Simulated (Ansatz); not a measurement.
# MoO (nonet): from Hartree-Fock to the top rungs, def2-TZVPP

The task here is to estimate one member of a computed series from the others.

Program: Ansatz 0.2.0, Gaussian basis. Level of theory: def2-TZVPP, core rule «outside noble gas», up to 5 orbitals frozen. These are calculated values, not measurements.

Plan: UHF; ROHF; CCSD(T) on UHF.

**What is computed**

The geometry is a PBE0/def2-TZVP stationary point (not a proven minimum) of the parent state, kept for this charge and spin. No spin-orbit coupling is included. Elements past krypton take def2 core potentials.

2 atoms, charge 0, spin multiplicity 9.

Atoms are counted from 1 here; the program's logs count them from 0.

Bond lengths: Mo1–O2 1.990 Å.

Set-up of the first run:

in.yaml

```yaml
crystal:
  periodic: [false, false, false]
  atoms:
    - {symbol: Mo, position_ang: [0.000000, 0.000000, 0.000000]}
    - {symbol: O, position_ang: [0.000000, 0.000000, 1.989800]}
basis:
  gaussian: {orbitals: def2-TZVPP}
magnetization: {spin_polarized: true, initial_magnetization: 8}
hamiltonian: {xc: hf}
output: {orbitals: {seedname: orbitals}}
```

Command:

```
$ ansatz run in.yaml --threads 1 --pin off --events-out ev --progress --plain --max-ram 3968MiB --backend cpu
```

Among the steps run: UHF; ROHF; CCSD(T) on UHF.

One table of the session follows, with a row left open; its other results are not shown here.

| method | from UCCSD(T) (kcal/mol) |
| --- | --- |
| ROHF | +167.23 |
| UHF | +161.68 |
| UMP2 | ? |
| UCCSD | +3.76 |
| UCCSD(T) | 0 |

Estimate the missing values for UMP2.

The run gave: from UCCSD(T) (kcal/mol): +18.70. In the column «from UCCSD(T) (kcal/mol)» it lies between UCCSD (+3.76) and UHF (+161.68).
